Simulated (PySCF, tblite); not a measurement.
# C3H9FSi2: geometry, infrared bands and NMR shifts

What infrared bands and NMR shifts should C3H9FSi2 (`FC/C([SiH3])=C\[SiH3]`) show?

Programs: tblite 0.8.0 and PySCF 2.14.0, with density-fitted response routines of our own. Each step states its level of theory. These are calculated values for one molecule in the gas phase, unless marked as measured. Atoms are numbered from 0 throughout.

## 1. The molecule as given

15 atoms, charge 0, multiplicity 1; geometry from: force field or distance geometry start.

Bonds of the start (Å): F0–C1 1.37, C1–C2 1.50, C2–Si3 1.86, C2–C4 1.32, C4–Si5 1.84, C1–H6 1.12, C1–H7 1.12, Si3–H8 1.46, Si3–H9 1.50, Si3–H10 1.46, C4–H11 1.09, Si5–H12 1.45, Si5–H13 1.48, Si5–H14 1.49.

## 2. Optimising the geometry with GFN2-xTB

The job: settings as JSON, then the geometry in Å.

```
{"job": {"kind": "relax", "xc": "GFN2-xTB", "basis": "xTB"}, "charge": 0, "multiplicity": 1}
F     -0.756700     1.926700    -1.255900
C     -0.289200     1.478300    -0.048100
C     -0.449100    -0.010100    -0.046700
Si    -2.168900    -0.692600    -0.249400
C      0.552300    -0.863200     0.077100
Si     2.302300    -0.327200     0.263800
H     -0.972000     1.901900     0.734900
H      0.762700     1.799900     0.171200
H     -3.094700     0.342000     0.195000
H     -2.296200    -1.902400     0.632400
H     -2.309600    -1.079000    -1.647300
H      0.315600    -1.931000     0.050600
H      2.548700     0.971700    -0.323600
H      3.166900    -1.392400    -0.279900
H      2.683400    -0.214500     1.704100
```

Run with:

```
> OMP_NUM_THREADS=1 python probes_run.py task.json out
```

This one command runs all jobs of the session in turn.

**Question.** This job is followed by: GFN2-xTB harmonic vibrations, gas phase; GIAO PBE0/pcSseg-1 NMR shielding, non-relativistic, gas phase. What will the session give for the following? strongest single infrared mode (GFN2-xTB); zero-point energy (GFN2-xTB); 13C shifts against TMS (PBE0/pcSseg-1); 1H shifts against TMS (PBE0/pcSseg-1, means over atoms taken as alike); 19F shifts against CFCl3 (PBE0/pcSseg-1); 29Si shifts against TMS (PBE0/pcSseg-1).

As calculated:

```
                                                              quantity                       value
                             strongest single infrared mode (GFN2-xTB)        768 cm⁻¹, 503 km/mol
                                          zero-point energy (GFN2-xTB)               61.9 kcal/mol
                                13C shifts against TMS (PBE0/pcSseg-1)      174.7, 136.8, 89.7 ppm
1H shifts against TMS (PBE0/pcSseg-1, means over atoms taken as alike)  6.79, 5.47, 4.27, 4.00 ppm
                              19F shifts against CFCl3 (PBE0/pcSseg-1)                  -254.1 ppm
                               29Si shifts against TMS (PBE0/pcSseg-1)            -70.5, -93.2 ppm
```

Over 128 steps the energy fell by 0.317 eV; of the close pairs, C4–Si5 changed most, 1.840 to 1.881 Å. No mode is imaginary among the 39: a minimum at this level. The strongest single mode, at 768 cm⁻¹, is carried by H10, H8, H14, H12. Unscaled tight-binding wavenumbers are off by several per cent, some by more. Its intensities can rank the bands wrongly. The most deshielded hydrogen is H11 (hydrogen on an alkene CH), at 6.79 ppm: attached to an sp2 carbon and in the plane of the double bond.
